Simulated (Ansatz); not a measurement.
A nudged elastic band was laid between two geometries of a periodic cell of 17 atoms, Li (host Li, host structure bcc, interstitial Li).

Level of theory: Ansatz, DFT PBE, scalar-relativistic, plane waves, PAW. Settings: cutoff 420 eV, k mesh 3x3x3, fermi-dirac smearing 0.15 eV, no spin polarisation.

| Item | Value |
| --- | --- |
| movable images | 5 |
| climbing image | yes |
| spring | 5.0 eV/Å² |
| optimiser | fire |
| start path | straight line |
| force threshold | 0.03 eV/Å |
| iteration limit | 23 |
| end points | relaxed |

First end point:

```xyz
17
Lattice="6.9800 0.0000 0.0000 0.0000 6.9800 0.0000 0.0000 0.0000 6.9800" Properties=species:S:1:pos:R:3
Li -0.025 -0.085 -0.036
Li 3.422 0.022 0.076
Li -0.140 3.540 -0.159
Li 0.729 0.403 2.992
Li 1.668 2.026 1.403
Li 3.577 3.183 0.181
Li 3.488 -0.037 3.429
Li 5.350 1.593 1.796
Li -0.036 3.418 3.482
Li 1.751 5.089 1.652
Li 1.755 1.747 5.274
Li 3.467 3.354 3.394
Li 5.237 5.178 1.697
Li 5.248 1.663 5.189
Li 1.763 5.142 5.234
Li 4.589 4.845 5.592
Li 6.171 6.073 4.254
```

Last end point:

```xyz
17
Lattice="6.9800 0.0000 0.0000 0.0000 6.9800 0.0000 0.0000 0.0000 6.9800" Properties=species:S:1:pos:R:3
Li -0.038 -0.142 0.182
Li 3.543 0.011 0.091
Li 0.306 3.582 -0.262
Li 0.086 -0.055 3.507
Li 1.659 1.836 1.706
Li 3.474 3.415 -0.054
Li 3.082 0.704 3.859
Li 5.327 1.745 1.784
Li 0.112 3.495 3.636
Li 1.828 5.215 1.794
Li 1.516 1.641 5.559
Li 3.524 3.476 3.590
Li 5.665 4.526 1.379
Li 5.361 1.709 5.332
Li 1.934 5.374 5.200
Li 5.253 5.279 5.328
Li 4.456 6.091 2.723
```

Problem. What changes between the two ends?

Solution. Contacts lost: Li1–Li17, Li9–Li17, Li14–Li17, Li15–Li17. Contacts made: Li2–Li17, Li8–Li17, Li10–Li17, Li12–Li17. The atom that moves furthest is Li17, by 2.30 Å.

Problem. What energy profile does the band end with?

Solution. It converged. The highest image is number 3 of 0 to 6, 0.132 eV above the ends, which have the same energy within 2 meV. The order of the stationary point at the top wasn't checked. Limits of this set-up: coarse k mesh.

```csv
image,path coordinate (Å),energy (eV),Li1–Li17 (Å),Li9–Li17 (Å),Li14–Li17 (Å)
0,0.00,0.000,2.92,2.87,2.89
1,0.57,0.033,3.18,2.85,2.94
2,1.14,0.099,3.56,2.91,3.01
3,1.71,0.132,3.89,3.04,3.11
4,2.29,0.097,3.77,3.24,3.26
5,2.88,0.030,3.70,3.49,3.48
6,3.46,0.001,3.63,3.81,3.79
```

Problem. What is the geometry of the highest image?

Solution. 
```xyz
17
Lattice="6.9800 0.0000 0.0000 0.0000 6.9800 0.0000 0.0000 0.0000 6.9800" Properties=species:S:1:pos:R:3:forces:R:3
Li -0.016 -0.134 0.031 -0.01 0.00 0.01
Li 3.527 -0.005 0.155 0.00 0.00 -0.01
Li 0.128 3.471 -0.134 0.02 0.00 -0.01
Li 0.447 0.313 3.434 0.00 0.01 0.01
Li 1.647 1.909 1.618 0.00 0.00 -0.02
Li 3.383 3.260 -0.010 -0.02 0.01 0.01
Li 3.229 0.388 3.374 0.00 -0.01 -0.01
Li 5.355 1.742 1.733 0.00 0.00 0.00
Li 0.023 3.520 3.585 0.00 -0.01 0.00
Li 1.814 5.188 1.770 -0.02 0.00 0.01
Li 1.765 1.719 5.365 0.00 0.01 0.02
Li 3.503 3.434 3.514 0.00 -0.01 0.00
Li 5.208 4.763 1.414 0.00 0.00 0.00
Li 5.289 1.654 5.247 -0.01 0.00 0.00
Li 1.866 5.310 5.202 0.01 0.00 0.00
Li 5.038 4.928 5.623 0.01 0.00 -0.01
Li 5.344 6.070 3.482 0.00 0.00 -0.01
```

The run took 17 min on 2 threads of Arm Neoverse V1, with other jobs on the host, peak memory 1.1 GiB.
